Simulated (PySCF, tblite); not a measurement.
# C₅H₁₁FOSi: geometry, infrared bands and NMR shifts

What infrared bands and NMR shifts should C₅H₁₁FOSi (`CCO/C([SiH3])=C\CF`) show?

Computed with tblite 0.8.0 and PySCF 2.14.0, with density-fitted response routines of our own, on a single molecule in the gas phase. Atoms count from 0, in the outputs and in this text.

## Step 1: The starting structure

19 atoms, charge 0, multiplicity 1; geometry from: force field or distance geometry start.

Bonds of the start (Å): C0–C1 1.51, C1–O2 1.44, O2–C3 1.38, C3–Si4 1.86, C3–C5 1.35, C5–C6 1.49, C6–F7 1.37, C0–H8 1.10, C0–H9 1.09, C0–H10 1.10, C1–H11 1.09, C1–H12 1.12, Si4–H13 1.48, Si4–H14 1.49, Si4–H15 1.48, C5–H16 1.10, C6–H17 1.09, C6–H18 1.09.

## Step 2: Optimising the geometry with GFN2-xTB

The job: settings as JSON, then the geometry in Å.

```
{"job": {"kind": "relax", "xc": "GFN2-xTB", "basis": "xTB"}, "charge": 0, "multiplicity": 1}
C     -2.522000    -1.099600    -0.120700
C     -1.468900    -0.088400     0.265800
O     -0.345000    -0.254000    -0.617300
C      0.730700     0.536200    -0.248900
Si     0.814800     2.282600    -0.888900
C      1.735600    -0.016300     0.463900
C      1.800500    -1.421400     0.956400
F      2.019200    -1.421500     2.309200
H     -3.398200    -1.020100     0.535600
H     -2.142500    -2.118700    -0.059000
H     -2.851500    -0.935700    -1.156700
H     -1.875200     0.918200     0.201400
H     -1.156600    -0.279400     1.319900
H     -0.410000     3.020400    -0.507900
H      1.992600     2.991000    -0.319000
H      0.933000     2.277200    -2.364500
H      2.614100     0.582700     0.732400
H      2.635500    -1.956100     0.492000
H      0.884200    -1.987800     0.775200
```

Started as:

```bash
> OMP_NUM_THREADS=1 python probes_run.py task.json out
```

One launch serves the whole session: the jobs run in the order shown.

**Question.** This job is followed by: GFN2-xTB harmonic vibrations, gas phase; GIAO PBE0/pcSseg-1 NMR shielding, non-relativistic, gas phase. Predict these results of the whole session: strongest single infrared mode (GFN2-xTB); zero-point energy (GFN2-xTB); ¹³C shifts against TMS (PBE0/pcSseg-1); ¹H shifts against TMS (PBE0/pcSseg-1, means over atoms taken as alike); ¹⁷O shifts against H2O (PBE0/pcSseg-1); ²⁹Si shifts against TMS (PBE0/pcSseg-1); ¹⁹F shifts against CFCl3 (PBE0/pcSseg-1); surface potential, 1st and 99th percentile.

The runs gave:

```
                                                              quantity                               value
                             strongest single infrared mode (GFN2-xTB)                804 cm⁻¹, 376 km/mol
                                          zero-point energy (GFN2-xTB)                       90.5 kcal/mol
                                ¹³C shifts against TMS (PBE0/pcSseg-1)  158.3, 129.8, 82.9, 69.1, 18.0 ppm
¹H shifts against TMS (PBE0/pcSseg-1, means over atoms taken as alike)    5.63, 5.56, 4.35, 4.09, 1.37 ppm
                                ¹⁷O shifts against H2O (PBE0/pcSseg-1)                           138.9 ppm
                               ²⁹Si shifts against TMS (PBE0/pcSseg-1)                           -80.4 ppm
                              ¹⁹F shifts against CFCl3 (PBE0/pcSseg-1)                          -255.8 ppm
                                 surface potential, 1st and 99th percentile                  -1.23 V and 0.95 V
```

In words: Over 200 steps the energy fell by 0.239 eV; of the close pairs, C3–Si4 changed most, 1.862 to 1.895 Å. All 51 modes are real, so the xTB geometry is a minimum. The strongest single mode, at 804 cm⁻¹, is spread over several atoms, H14, H13, H15 among them. GFN2-xTB is a fitted tight-binding method: band positions and strengths are rough. Its intensities can rank the bands wrongly. The most deshielded carbon is C3 (alkene carbon bearing oxygen), at 158.3 ppm: an sp2 carbon further deshielded by the attached heteroatom. H16 (hydrogen on a β carbon of an enol-ether or enamine type C=C) lies farthest downfield among hydrogen, at 5.63 ppm; attached to an sp2 carbon and in the plane of the double bond.
